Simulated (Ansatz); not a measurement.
# HfSi2O6: the cost of one run

Program: Ansatz 0.2.0. Level of theory: DFT PBE, scalar-relativistic, plane waves, PAW. These are calculated values, not measurements.

1 further run of the same task is left out (it didn't finish).

### Step 1. The system as given

The structure is monoclinic, space group C2 (No. 5). Conventional cell: a = 9.909 Å, b = 5.015 Å, c = 5.884 Å, α = 90.00°, β = 91.69°, γ = 90.00°. Hf (site symmetry 2) has 4 O at 1.95 to 1.96 Å as nearest neighbours. Si (site symmetry 1) is surrounded by 4 O at 1.63 to 1.64 Å. O (site symmetry 1) has 2 Si at 1.64 Å as nearest neighbours. O (site symmetry 1) has 1 Si at 1.63 Å and 1 Hf at 1.95 Å as nearest neighbours. O (site symmetry 1) is surrounded by 1 Si at 1.63 Å and 1 Hf at 1.96 Å.

As a file:

```
CELL_PARAMETERS angstrom
4.95455 -2.50733 -0.00116
4.95455 2.50733 -0.00116
-0.17168 0.00000 5.88157
ATOMIC_POSITIONS crystal
Hf 0.54147 0.45853 0.00000
Si 0.98674 0.51939 0.65518
Si 0.48061 0.01326 0.34482
O 0.15517 0.30512 0.43168
O 0.42969 0.79133 0.20239
O 0.20867 0.57031 0.79761
O 0.69488 0.84483 0.56832
O 0.62911 0.12532 0.18253
O 0.87468 0.37089 0.81747
```

It is the end of an earlier relaxation with the same method, from a generated guess; it is a trial structure. At a tolerance of 0.02 Å it has space group C2 (No. 5); it has 16.24 Å³/atom, an uncorrected energy of -2.94 eV/atom over the elements.

### Step 2. Static run: bands, density of states and charges

input.yaml reads:

```yaml
crystal:
  lattice:
    - [4.9545455911, -2.5073286742, -0.0011643937]
    - [4.9545455911, 2.5073286742, -0.0011643937]
    - [-0.1716761244, 0.0, 5.8815746921]
  atoms:
    - { symbol: Hf, position: [0.5414655024, 0.4585344976, 0.0] }
    - { symbol: Si, position: [0.9867436997, 0.5193859552, 0.6551762735] }
    - { symbol: Si, position: [0.4806140448, 0.0132563003, 0.3448237265] }
    - { symbol: O, position: [0.1551668955, 0.3051162334, 0.4316808886] }
    - { symbol: O, position: [0.4296891752, 0.7913325861, 0.20238867] }
    - { symbol: O, position: [0.2086674139, 0.5703108248, 0.79761133] }
    - { symbol: O, position: [0.6948837666, 0.8448331045, 0.5683191114] }
    - { symbol: O, position: [0.629114993, 0.1253237566, 0.1825336797] }
    - { symbol: O, position: [0.8746762434, 0.370885007, 0.8174663203] }
basis:
  ecutwfc: 420
kpoints:
  mp_grid: { grid: [6, 6, 4] }
  band_path:
    path:
      - [[0.0, 0.0, 0.0], [-0.31408121, 0.31408121, 0.0]]
      - [[-0.68591879, -0.31408121, 0.0], [-0.5, -0.5, 0.0], [0.0, 0.0, 0.0], [-0.5, -0.5, 0.5], [-0.68909274, -0.31090726, 0.5]]
      - [[-0.31090726, 0.31090726, 0.5], [0.0, 0.0, 0.5], [0.0, 0.0, 0.0]]
      - [[-0.5, 0.0, 0.5], [0.0, 0.0, 0.0], [-0.5, 0.0, 0.0]]
    npoints: 14
hamiltonian:
  xc: pbe
scf:
  occupations: { method: gaussian, width: 0.02 }
  n_extra_bands: 22
output:
  forces: true
  stress: true
  eigenvalues: true
  populations: true
  dos: { projected: true, de: 0.02, nscf_kmesh: { grid: [9, 9, 6] } }
  bader: true
```

The run is started by

```console
$ ansatz run input.yaml --threads 1 --pin off --max-ram 2560MiB --backend cpu --events-out ev --progress --plain --runs-dir out
```

What time and memory should one allow on 1 thread of Intel Xeon at 2.50GHz (Skylake/Cascade Lake), shared host?

About 8.3 min, with a peak of 0.91 GiB.
